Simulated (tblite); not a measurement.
# GeH5NO3: the cost of one run

Programs: tblite 0.8.0 and PySCF 2.14.0. All values are calculated, for the isolated system unless a continuum is named. Atoms count from 0, parts from 1.

## (1) The system as given

10 atoms, charge 0, multiplicity 1; geometry: distance geometry start.

## (2) Geometry optimisation with GFN2-xTB

What the job is given:

```
{"job": {"kind": "relax", "xc": "GFN2-xTB", "basis": "xTB"}, "charge": 0, "multiplicity": 1}
O      0.402687     1.678348    -0.738650
Ge     0.422101     0.077113     0.060285
O      1.907669    -0.769610    -0.549610
O      0.545466     0.351515     1.827918
N     -1.133142    -0.770223    -0.433435
H     -0.473532     2.078940    -0.481450
H      1.812554    -0.764940    -1.543832
H     -0.193607    -0.117849     2.286189
H     -1.318211    -1.618875     0.123915
H     -1.937814    -0.123079    -0.547522
```

With the program's defaults for keys left out, this is: GFN2-xTB geometry optimisation, gas phase.

Started as:

```console
$ OMP_NUM_THREADS=1 python cluster_run.py task.json out
```

This one command runs all jobs of the session in turn.

**Question.** How long does this first job take on 1 thread of Arm Neoverse V1, shared host?

About 1.2 s.
